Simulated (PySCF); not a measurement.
**From one method to the next for SiI**

What do other methods print for SiI?

Method: method and basis as typed in the scripts; program: PySCF 2.14.0.

4 further runs of the same task are left out: 1 for a known fault of the program, 3 that didn't finish.

## Step 1: The system as given

SiI: 2 atoms, charge 0, spin multiplicity 2.

Bond lengths: Si1–I2 2.425 Å.

## Step 2: The base run

Contents of input.py:

```python
from pyscf import gto, scf, tdscf

mol = gto.M(
    atom='Si 0 0 0; I 0 0 2.425',
    basis='def2-svp',
    ecp={'I': 'def2-svp'},
    charge=0,
    spin=1,
    verbose=4,
)
mf = scf.UHF(mol)
mf.kernel()
td = tdscf.TDHF(mf)
td.nstates = 3
td.kernel()
td.analyze(verbose=3)
mf.dip_moment()
print('orbital energies (hartree):', [e[max(0, n-3):n+3].round(4) for e, n in zip(mf.mo_energy, mol.nelec)])
```

On the command line:

```console
$ python input.py
```

## Step 3: RHF

Edit 1 changes SCF type: UHF → RHF.

Contents of input.py:

```python
from pyscf import gto, scf, tdscf

mol = gto.M(
    atom='Si 0 0 0; I 0 0 2.425',
    basis='def2-svp',
    ecp={'I': 'def2-svp'},
    charge=0,
    spin=1,
    verbose=4,
)
mf = scf.RHF(mol)
mf.kernel()
td = tdscf.TDHF(mf)
td.nstates = 3
td.kernel()
td.analyze(verbose=3)
mf.dip_moment()
print('orbital energies (hartree):', mf.mo_energy[..., max(0, mol.nelec[1]-3):mol.nelec[0]+3].round(4))
```

## Step 4: Polarisability

Edit 2 changes step after the SCF: tddft → polarizability.

Edit input.py of step 2 so:

```diff
@@ -1,2 +1,3 @@
-from pyscf import gto, scf, tdscf
+from pyscf import gto, scf
+from pyscf.prop.polarizability import uhf as pol
 
@@ -12,6 +13,4 @@
 mf.kernel()
-td = tdscf.TDHF(mf)
-td.nstates = 3
-td.kernel()
-td.analyze(verbose=3)
+print('polarizability (a.u.)')
+print(pol.Polarizability(mf).polarizability().round(4))
 mf.dip_moment()
```

## Step 5: Slater, (UKS)

Edit 3 changes functional: none (Hartree–Fock) → slater,; SCF type: UHF → UKS; step after the SCF: tddft → analyze.

Edit input.py of step 2 so:

```diff
@@ -1,2 +1,2 @@
-from pyscf import gto, scf, tdscf
+from pyscf import gto, dft
 
@@ -10,8 +10,5 @@
 )
-mf = scf.UHF(mol)
+mf = dft.UKS(mol, xc='slater,')
 mf.kernel()
-td = tdscf.TDHF(mf)
-td.nstates = 3
-td.kernel()
-td.analyze(verbose=3)
+mf.mulliken_pop()
 mf.dip_moment()
```

**Question.** What will these runs give? Wanted: for each run, E(SCF); from base; gap, α spin; SCF dipole; after the SCF.

As calculated:

```csv
run,E(SCF) (hartree),from base (eV),cycles,"gap, α spin (eV)",SCF dipole (D),after the SCF
base,-585.471968,0,14,7.70,1.09,lowest root found 1.80 eV
RHF,-585.467895,+0.1108,12,n/a,1.07,lowest root found 1.79 eV
polarisability,-585.471968,0.0000,14,7.70,1.09,n/a
"slater, (UKS) (poor choice)",-582.693244,not comparable,13,0.05,0.13,n/a
```

**Reading.** Total energies of different functionals can't be compared with each other; differences within one functional can. Rows marked «poor choice» come from settings spoiled on purpose.
